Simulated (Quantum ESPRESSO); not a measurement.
NbSi:

```
CELL_PARAMETERS angstrom
0.00000 2.57383 2.57383
2.57383 0.00000 2.57383
2.57383 2.57383 0.00000
ATOMIC_POSITIONS crystal
Nb 0.00000 0.00000 0.00000
Si 0.50000 0.50000 0.50000
```

The cell was built by a generator and needn't be a form met in nature.

Base run:

```yaml
Program: Quantum ESPRESSO 7.5
Functional: PBE
Potentials_or_basis: SSSP 1.3 efficiency PBE
Cutoff: 748 eV
Density_cutoff: 5987 eV
k_mesh: 9 × 9 × 9
Occupations: fermi-dirac, width 0.05 eV
Spin: no spin polarisation
```

Its results: band gap on the k mesh none (metal or under the smearing width); pressure -0.1 GPa.

Task: The run is repeated on the same cell with these changes: hubbard terms from none to Nb d U = 5 eV; hubbard projectors from none to ortho-atomic. What comes out?

Result: Band gap on the k mesh none (metal or under the smearing width); pressure 2.4 GPa.

Caveats: U without spin polarisation on a metal has little footing (some runs); the U is typed as a test and isn't derived for this compound (some runs).

Not every run made on this cell is shown here.
